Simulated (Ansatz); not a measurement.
# LiSe: the cost of one run

The runs use Ansatz 0.2.0, Gaussian basis; aug-cc-pVTZ, core rule «outside noble gas», up to 15 orbitals frozen.

The runs, in order: UHF; CCSD(T) on RHF; CCSD(T) on UHF; BCCD(T) on RHF; CCSDT(Q) on RHF.

2 further runs of the same task are left out: 1 for a known fault of the program, 1 that didn't finish. Runs told in other sessions of the task aren't counted.

## Step 1: The system

The geometry is a PBE0/def2-TZVPD stationary point (not a proven minimum). No spin-orbit coupling is included. The filled d shell of Se may be among the frozen orbitals whatever the setting's name suggests.

2 atoms, charge -1, spin multiplicity 1.

Atoms are counted from 1 here; the program's logs count them from 0.

Bond lengths: Se1–Li2 2.180 Å.

## Step 2: UHF

in.yaml reads:

```yaml
crystal:
  periodic: [false, false, false]
  atoms:
    - {symbol: Se, position_ang: [0.000000, 0.000000, 0.000000]}
    - {symbol: Li, position_ang: [0.000000, 0.000000, 2.179600]}
basis:
  gaussian: {orbitals: aug-cc-pVTZ}
total_charge: -1
magnetization: {spin_polarized: true, initial_magnetization: 0}
hamiltonian: {xc: hf}
output: {orbitals: {seedname: orbitals}}
```

Started as:

```console
$ ansatz run in.yaml --threads 1 --pin off --events-out ev --progress --plain --max-ram 2393MiB
```

Q: Estimate wall time and peak memory on 1 thread of Intel Xeon at 2.80GHz, shared host.

About 30 s, with a peak of 0.26 GiB.
